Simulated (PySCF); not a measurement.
**WO₂: relaxation and vibrations of the singlet**

Where does singlet WO₂ go from a PBE0 minimum start, is the end point a minimum, and what are its modes, charges and moments?

Computed with PySCF 2.14.0. Level: PBE0, basis W def2-TZVP with ECP60, O def2-TZVP, scalar-relativistic core potentials, no spin–orbit coupling, density fitting.

**1. Where the work starts**

3 atoms, charge 0, spin multiplicity 1.

Bond lengths: W1–O2 1.677 Å, W1–O3 1.677 Å. Angles: O2–W1–O3 104.2°.

```xyz
3
charge 0 multiplicity 1
W     0.0000    0.0000   -0.1523
O     1.3233    0.0000    0.8775
O    -1.3233    0.0000    0.8775
```

**2. Finding the electronic state**

One driver script runs all steps and calls PySCF; scf.py shows how it sets up the SCF of each step. The optimiser is the driver's own. After this first run the driver tries any further starts and a stability analysis.

scf.py reads:

```python
from pyscf import gto, scf, dft
mol = gto.M(atom='''
W      0.000000    -0.000000    -0.152296
O      1.323312    -0.000000     0.877472
O     -1.323312     0.000000     0.877472''',
    basis={'W': 'def2-TZVP', 'O': 'def2-TZVP'},
    ecp={'W': 'def2-TZVP'},
    charge=0, spin=0)
mf = dft.RKS(mol, xc='PBE0')
mf.grids.atom_grid = (50, 194)
aux = {'W': 'def2-universal-JKFIT', 'O': 'def2-universal-JKFIT'}
mf = mf.density_fit(auxbasis=aux)
mf.conv_tol = 1e-08
mf.diis_space = 10
mf.max_cycle = 60
mf.init_guess = 'minao'
mf.verbose = 4
mf.kernel()
```

Run with:

```bash
OMP_NUM_THREADS=2 python axn.py task.json out
```

After this run come: Relaxation: PBE0 minimum start, singlet; Hessian and properties.

Q: Predict the outcome of this session. Wanted: minimum; geometry; wavenumbers; dipole moment; highest occupied, lowest empty level; polar-tensor charge of W1; zero-point energy; atomisation energy.

**Answer**, as computed:

```
                                 quantity                           value
                                  minimum                    singlet, C2v
                                 geometry  W–O 1.677 Å (×2); O–W–O 104.2°
                       wavenumbers (cm⁻¹)  382 (a1), 1045 (b2), 1104 (a1)
                            dipole moment                          3.55 D
     highest occupied, lowest empty level                 -6.62, -3.51 eV
                polar-tensor charge of W1                         +1.25 e
                        zero-point energy                     15.1 kJ/mol
                      entropy at 298.15 K                 272.7 J/(mol K)
atomisation energy (no zero-point energy)                     1312 kJ/mol
```

The molecule stays C2v, as typed, and the end point is a minimum. The strongest infrared band lies at 1045 cm⁻¹ (b2, stretch). Other starts or spin states, not run here, may lie lower. With an element this heavy the missing spin–orbit coupling can shift these numbers.
